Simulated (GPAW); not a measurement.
LiBe:

```
CELL_PARAMETERS angstrom
2.81115 0.00000 0.00000
0.00000 2.81115 0.00000
0.00000 0.00000 2.81115
ATOMIC_POSITIONS crystal
Be 0.50000 0.50000 0.50000
Li 0.00000 0.00000 0.00000
```

The cell comes from a database or a generator and needn't be the stable form of this composition.

| Item | Value |
| --- | --- |
| Program | GPAW 26.7.0 |
| Task | single point |
| Functional | PBE |
| Potentials or basis | GPAW PAW data sets (gpaw-data 1.2.1) |
| Cutoff | 800 eV |
| Basis | pw |
| k mesh | 9 × 9 × 9 |
| Occupations | fermi-dirac, width 0.05 eV |
| Spin | no spin polarisation |

On this cell: pressure 1.1 GPa; largest force zero by symmetry; band gap on the k mesh none (metal or under the smearing width).

The same run follows on a disturbed copy (atoms moved at random, drawn with an rms of 0.05 Å):

```
CELL_PARAMETERS angstrom
2.81115 0.00000 0.00000
0.00000 2.81115 0.00000
0.00000 0.00000 2.81115
ATOMIC_POSITIONS crystal
Be 0.48367 0.50987 0.52702
Li 0.99911 0.00168 0.97500
```

Problem. What changes?

Solution. The energy (extrapolated to zero smearing) moves by +26.6 meV/atom; pressure 1.7 GPa; largest force 0.688 eV/Å; band gap on the k mesh none (metal or under the smearing width).

Forces in eV/Å, atoms in the order of the input:
```
Be   0.201 -0.107 -0.649
Li  -0.201  0.107  0.649
```

Stress tensor (GPa, compression positive):
```
 2.05 -0.06 -0.35
-0.06  2.14  0.19
-0.35  0.19  0.90
```
